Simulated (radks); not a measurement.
**Al⁺ in [Ne] 3s2: an all-electron calculation**

The task here is to estimate one member of a computed series from the others.

The numbers are computed with radks (a radial shooting solver on a logarithmic mesh, Libxc functionals) version 1 (scalar-relativistic Kohn-Sham, B86b exchange with PBE correlation, spin-polarised, spherical densities, finite nucleus), except any that are marked as measured or tabulated.

## The atom as given

| Quantity | Value |
| --- | --- |
| element | aluminium (Z = 13) |
| charge | +1 |
| electrons | 12 |
| configuration | [Ne] 3s2 |
| nuclear rms radius | 3.061 fm |

Outer shells as boxes (Hund's rule):

Al⁺
```
[Ne] core
3s [↑↓]
```

Set-up of the first run:

The run's settings:

```text
Z 13
configuration [Ne] 3s2 3p0 4s0
relativity scalar-relativistic
functional b86_mgc,pbe
spin polarised
nucleus finite rms 3.061 fm
c 137.035999084
```

One table of the session follows, with a row left open; its other results are not shown here.

From the orbitals of this run (lengths in bohr):

| level | <r> | outermost maximum (interpolated) | 90 % within | nodes |
| --- | --- | --- | --- | --- |
| 1s | ? | ? | ? | ? |
| 2s | 0.6257 | 0.496 | 0.990 | 1 |
| 2p | 0.6028 | 0.428 | 1.02 | 0 |
| 3s | 2.374 | 2.01 | 3.58 | 2 |
| 3p | 2.898 | 2.40 | 4.46 | 1 |

Estimate the missing values for 1s.

**Answer.** <r>: 0.1202; outermost maximum (interpolated): 0.0783; 90 % within: 0.215; nodes: 0. In the column «<r>» it is the lowest.
